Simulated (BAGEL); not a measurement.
# HF/STO-3G (density fitting with qzvpp-jkfit) run of CH4BFN2 (SMILES FB1NCN1)

What is the vertical ionisation energy of CH4BFN2 at HF/STO-3G (density fitting with qzvpp-jkfit)? 

Program for the calculation: BAGEL 1.2.2.

1 further run of the same task is left out (set aside as unsound or not needed).

### 1 The system as given

CH4BFN2: 9 atoms, total charge 0, spin state singlet. As SMILES, `FB1NCN1`. The coordinates come from a PBE0-D4/def2-TZVP relaxation.

Bond lengths: F1–B2 1.323 Å, B2–N3 1.428 Å, N3–C4 1.464 Å, B2–N5 1.428 Å, C4–N5 1.464 Å, N3–H6 1.004 Å, C4–H7 1.095 Å, C4–H8 1.095 Å, N5–H9 1.004 Å. Some angles: F1–B2–N3 132.9°, F1–B2–N5 132.9°, N3–B2–N5 94.2°, B2–N3–C4 87.3°, N3–C4–N5 91.2°, B2–N5–C4 87.3°, B2–N3–H6 134.0°, C4–N3–H6 123.3°, N3–C4–H7 114.1°, N3–C4–H8 113.3°.

### 2 A single-point energy at HF/STO-3G (density fitting with qzvpp-jkfit)

File input.json:

```json
{ "bagel" : [

{
  "title" : "molecule",
  "basis" : "sto-3g",
  "df_basis" : "qzvpp-jkfit",
  "angstrom" : true,
  "geometry" : [
    { "atom" : "F", "xyz" : [    1.881300,   -0.113600,    1.551000 ] },
    { "atom" : "B", "xyz" : [    0.864300,   -0.054700,    0.707100 ] },
    { "atom" : "N", "xyz" : [    0.760400,    0.328200,   -0.664900 ] },
    { "atom" : "C", "xyz" : [   -0.670600,    0.034300,   -0.566500 ] },
    { "atom" : "N", "xyz" : [   -0.526700,   -0.350900,    0.838800 ] },
    { "atom" : "H", "xyz" : [    1.306500,    0.137700,   -1.485600 ] },
    { "atom" : "H", "xyz" : [   -1.002900,   -0.788500,   -1.208900 ] },
    { "atom" : "H", "xyz" : [   -1.304900,    0.913000,   -0.726200 ] },
    { "atom" : "H", "xyz" : [   -1.219100,   -0.152000,    1.538000 ] }
  ]
},
{ "title" : "hf" },
{ "title" : "print", "file" : "orbitals.molden", "orbitals" : true }

]}
```

Command:

```
$ BAGEL_NUM_THREADS=1 BAGEL input.json > input.out
```

Log:

```text
* using 1 threads per process

  ===============================================================
  ===============================================================

  *** Geometry ***

  { "atom" : "F", "xyz" : [      3.555142,     -0.214673,      2.930965 ] },
  { "atom" : "B", "xyz" : [      1.633290,     -0.103368,      1.336225 ] },
  { "atom" : "N", "xyz" : [      1.436948,      0.620208,     -1.256479 ] },
  { "atom" : "C", "xyz" : [     -1.267250,      0.064818,     -1.070530 ] },
  { "atom" : "N", "xyz" : [     -0.995319,     -0.663105,      1.585102 ] },
  { "atom" : "H", "xyz" : [      2.468927,      0.260215,     -2.807377 ] },
  { "atom" : "H", "xyz" : [     -1.895206,     -1.490049,     -2.284490 ] },
  { "atom" : "H", "xyz" : [     -2.465904,      1.725320,     -1.372319 ] },
  { "atom" : "H", "xyz" : [     -2.303765,     -0.287238,      2.906399 ] },

  Number of auxiliary basis functions:      453

  Since a DF basis is specified, we compute 2- and 3-index integrals:
    o Being stored without compression. Storage requirement is 0.003 GB

  Number of basis functions:       29
  Number of electrons      :       38

    * METHOD: MOLECULE                             0.15

  *** RHF ***

  === Nuclear Repulsion ===
   166.0363217946

      * DIIS with orbital gradients will be used.

  === RHF iteration (sto-3g) ===
      0       -269.63816825          0.01732269           0.01
      1       -269.71652937          0.00447141           0.01
      2       -269.72160271          0.00090842           0.01
      3       -269.72197081          0.00012449           0.01
      4       -269.72197770          0.00004065           0.01
      5       -269.72197869          0.00000840           0.01
      6       -269.72197873          0.00000185           0.01
      7       -269.72197873          0.00000038           0.01
      8       -269.72197873          0.00000008           0.01
      9       -269.72197873          0.00000002           0.01
     10       -269.72197873          0.00000001           0.01
    * SCF iteration converged.

    * Permanent dipole moment:
           (    0.381587,    -0.022058,     0.316748) a.u.

    * METHOD: HF                                   0.23

    * METHOD: PRINT                                0.00

  ===============================================================
```

It took 0.5 s on 1 thread of Arm Neoverse V1, shared host; peak memory 0.081 GiB.

### 3 The doublet cation, same level

File job.json:

```json
{ "bagel": [

{
  "title": "molecule",
  "basis": "sto-3g",
  "df_basis": "qzvpp-jkfit",
  "angstrom": "true",
  "geometry": [
    { "atom": "F", "xyz": [    1.881300,   -0.113600,    1.551000 ] },
    { "atom": "B", "xyz": [    0.864300,   -0.054700,    0.707100 ] },
    { "atom": "N", "xyz": [    0.760400,    0.328200,   -0.664900 ] },
    { "atom": "C", "xyz": [   -0.670600,    0.034300,   -0.566500 ] },
    { "atom": "N", "xyz": [   -0.526700,   -0.350900,    0.838800 ] },
    { "atom": "H", "xyz": [    1.306500,    0.137700,   -1.485600 ] },
    { "atom": "H", "xyz": [   -1.002900,   -0.788500,   -1.208900 ] },
    { "atom": "H", "xyz": [   -1.304900,    0.913000,   -0.726200 ] },
    { "atom": "H", "xyz": [   -1.219100,   -0.152000,    1.538000 ] }
  ]
},
{ "title": "uhf", "charge": 1, "nopen": 1 },
{ "title": "print", "file": "orbitals.molden", "orbitals": "true" }

]}
```

Command:

```
$ BAGEL_NUM_THREADS=1 BAGEL job.json > job.out
```

Log:

```text
* using 1 threads per process

  ===============================================================
  ===============================================================

  *** Geometry ***

  { "atom" : "F", "xyz" : [      3.555142,     -0.214673,      2.930965 ] },
  { "atom" : "B", "xyz" : [      1.633290,     -0.103368,      1.336225 ] },
  { "atom" : "N", "xyz" : [      1.436948,      0.620208,     -1.256479 ] },
  { "atom" : "C", "xyz" : [     -1.267250,      0.064818,     -1.070530 ] },
  { "atom" : "N", "xyz" : [     -0.995319,     -0.663105,      1.585102 ] },
  { "atom" : "H", "xyz" : [      2.468927,      0.260215,     -2.807377 ] },
  { "atom" : "H", "xyz" : [     -1.895206,     -1.490049,     -2.284490 ] },
  { "atom" : "H", "xyz" : [     -2.465904,      1.725320,     -1.372319 ] },
  { "atom" : "H", "xyz" : [     -2.303765,     -0.287238,      2.906399 ] },

  Number of auxiliary basis functions:      453

  Since a DF basis is specified, we compute 2- and 3-index integrals:
    o Being stored without compression. Storage requirement is 0.003 GB

  Number of basis functions:       29
  Number of electrons      :       38

    * METHOD: MOLECULE                             0.15

  *** Open-shell HF ***

  === Nuclear Repulsion ===
   166.0363217946

      * DIIS with orbital gradients will be used.

  === UHF iteration (sto-3g) ===
      0       -269.31411888          0.03777840           0.03
      1       -269.41046781          0.01356746           0.03
      2       -269.42147252          0.00459465           0.03
      3       -269.42315128          0.00093675           0.03
      4       -269.42360766          0.00046406           0.03
      5       -269.42377917          0.00031273           0.03
      6       -269.42387955          0.00030624           0.03
      7       -269.42388722          0.00034244           0.03
      8       -269.42385883          0.00013956           0.03
      9       -269.42387444          0.00011433           0.03
     10       -269.42387619          0.00004960           0.03
     11       -269.42387727          0.00002381           0.03
     12       -269.42387763          0.00001148           0.03
     13       -269.42387775          0.00000598           0.03
     14       -269.42387776          0.00000256           0.03
     15       -269.42387776          0.00000167           0.03
     16       -269.42387777          0.00000105           0.03
     17       -269.42387777          0.00000062           0.03
     18       -269.42387777          0.00000090           0.03
     19       -269.42387777          0.00000091           0.03
     20       -269.42387777          0.00000076           0.03
     21       -269.42387777          0.00000075           0.03
     22       -269.42387777          0.00000061           0.03
     23       -269.42387777          0.00000028           0.03
     24       -269.42387777          0.00000012           0.03
     25       -269.42387777          0.00000008           0.03
     26       -269.42387777          0.00000003           0.03
     27       -269.42387777          0.00000001           0.03
     28       -269.42387777          0.00000000           0.03
    * SCF iteration converged.

    * S^2 (UHF) is 0.7703

    * Permanent dipole moment:
           (    0.935262,    -0.054131,     0.776328) a.u.

    * METHOD: UHF                                  0.88

    * METHOD: PRINT                                0.00

  ===============================================================
```

It took 1.1 s on 1 thread of Arm Neoverse V1, shared host; peak memory 0.081 GiB.

### 4 What came out

Level: HF/STO-3G (density fitting with qzvpp-jkfit).

| quantity | value |
| --- | --- |
| singlet CH4BFN2: total energy | -269.72198 Eh |
| singlet CH4BFN2: dipole moment | 1.26 D |
| singlet CH4BFN2: HOMO energy | -8.58 eV |
| singlet CH4BFN2: LUMO energy | 10.16 eV |
| singlet CH4BFN2: HOMO–LUMO gap | 18.74 eV |
| doublet cation: total energy | -269.42388 Eh |
| doublet cation: ⟨S²⟩ | 0.770 |
| vertical ionisation energy (to the doublet cation) | 8.112 eV |

In words: The vertical ionisation energy comes to 8.11 eV (783 kJ/mol). The negative HOMO energy of the first species, 8.58 eV, lies 0.47 eV above that difference. In a minimal basis such a difference can be off by several eV, whatever the method.
